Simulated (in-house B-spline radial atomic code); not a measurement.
**Sn⁹⁺: binding energies from hole states**

Wanted: ΔSCF binding energies of Sn⁹⁺.

Program: in-house B-spline radial atomic code version 1. Level of theory: Dirac-Hartree-Fock, average of configuration, Fermi nucleus, basis-set limit. These are calculated values, not measurements, unless marked.

## Step 1: What is computed

```
element       : tin (Z = 50)
charge        : +9
electrons     : 41
configuration : [Kr] 4d5
Hamiltonian   : Dirac-Coulomb
nucleus       : Fermi, rms radius 4.652 fm
```

The outer shells:

[Kr] 4d5
```
[Kr] core
4d [↑ ][↑ ][↑ ][↑ ][↑ ]
```

The boxes draw the filling by Hund's rule, which heavy ions in jj coupling don't follow; these runs average over all states of the configuration.

Input settings:

```ini
Z = 50
electrons = 41.0
configuration = [Kr] 4d5
hamiltonian = dirac
method = hf
spin_polarised = False
nucleus = fermi
rms_radius = 4.6519
mass_number = 120
atomic_mass = 119.902202557
speed_of_light = 137.035999084
```

The reference is known from an earlier run: -6151.522090 hartree in all. Up to eight levels, counted from the top:

| orbital | occupation | energy (eV) | <r> (bohr) |
| --- | --- | --- | --- |
| 3p3/2 | 4 | -907.02 | 0.3387 |
| 3d3/2 | 4 | -684.24 | 0.3109 |
| 3d5/2 | 6 | -675.34 | 0.3144 |
| 4s1/2 | 2 | -311.77 | 0.7929 |
| 4p1/2 | 2 | -264.42 | 0.8256 |
| 4p3/2 | 4 | -255.64 | 0.8475 |
| 4d3/2 | 2 | -183.89 | 0.9325 |
| 4d5/2 | 3 | -182.48 | 0.9402 |

## Step 2: The 3d3/2 hole

In configurations, a minus sign after the shell means j = l − 1/2 and a plus sign j = l + 1/2; the count of electrons follows.

Input settings:

```ini
Z = 50
electrons = 40.0
configuration = 1s2 2s2 2p6 3s2 3p6 3d-3 3d+6 4s2 4p6 4d5
hamiltonian = dirac
method = hf
spin_polarised = False
nucleus = fermi
rms_radius = 4.6519
mass_number = 120
atomic_mass = 119.902202557
speed_of_light = 137.035999084
```

## Step 3: The 3d5/2 hole

The settings differ from step 2 so:

```diff
@@ -2,3 +2,3 @@
 electrons = 40.0
-configuration = 1s2 2s2 2p6 3s2 3p6 3d-3 3d+6 4s2 4p6 4d5
+configuration = 1s2 2s2 2p6 3s2 3p6 3d-4 3d+5 4s2 4p6 4d5
 hamiltonian = dirac
```

## Step 4: The 4s hole

The settings differ from step 3 so:

```diff
@@ -2,3 +2,3 @@
 electrons = 40.0
-configuration = 1s2 2s2 2p6 3s2 3p6 3d-4 3d+5 4s2 4p6 4d5
+configuration = 1s2 2s2 2p6 3s2 3p6 3d10 4s1 4p6 4d5
 hamiltonian = dirac
```

## Step 5: The 4p1/2 hole

The settings differ from step 4 so:

```diff
@@ -2,3 +2,3 @@
 electrons = 40.0
-configuration = 1s2 2s2 2p6 3s2 3p6 3d10 4s1 4p6 4d5
+configuration = 1s2 2s2 2p6 3s2 3p6 3d10 4s2 4p-1 4p+4 4d5
 hamiltonian = dirac
```

## Step 6: The 4p3/2 hole

The settings differ from step 5 so:

```diff
@@ -2,3 +2,3 @@
 electrons = 40.0
-configuration = 1s2 2s2 2p6 3s2 3p6 3d10 4s2 4p-1 4p+4 4d5
+configuration = 1s2 2s2 2p6 3s2 3p6 3d10 4s2 4p-2 4p+3 4d5
 hamiltonian = dirac
```

## Step 7: The 4d hole

The settings differ from step 6 so:

```diff
@@ -2,3 +2,3 @@
 electrons = 40.0
-configuration = 1s2 2s2 2p6 3s2 3p6 3d10 4s2 4p-2 4p+3 4d5
+configuration = 1s2 2s2 2p6 3s2 3p6 3d10 4s2 4p6 4d4
 hamiltonian = dirac
```

What does each hole state cost in eV, and how does that compare with the orbital energies or single holes?

**Answer**, as computed:

| hole | ΔSCF (eV) | with Breit, QED, recoil (eV) | −ε of the parent (eV) | −ε less ΔSCF (eV) |
| --- | --- | --- | --- | --- |
| 3d3/2 | 673.67 | 673.28 | 684.24 | 10.57 |
| 3d5/2 | 664.97 | 664.82 | 675.34 | 10.37 |
| 4s | 310.22 | 309.90 | 311.77 | 1.55 |
| 4p1/2 | 262.96 | 262.70 | 264.42 | 1.46 |
| 4p3/2 | 254.29 | 254.14 | 255.64 | 1.36 |
| 4d | 181.97 | 181.97 | - | - |

Every ΔSCF value lies below −ε, since the other electrons relax into the hole: by 10.6 eV for 3d3/2 and 1.36 eV for 4p3/2. The spin-orbit splitting of the 3d hole is 8.47 eV with those corrections. Two partly filled shells share a symmetry and can mix in the average, which may lower the energy, in these hole states: 3d3/2; 3d5/2. A dash stands where an open shell is averaged over j, so that no single parent level belongs to the hole. Values are for the free ion, measured from the vacuum level.
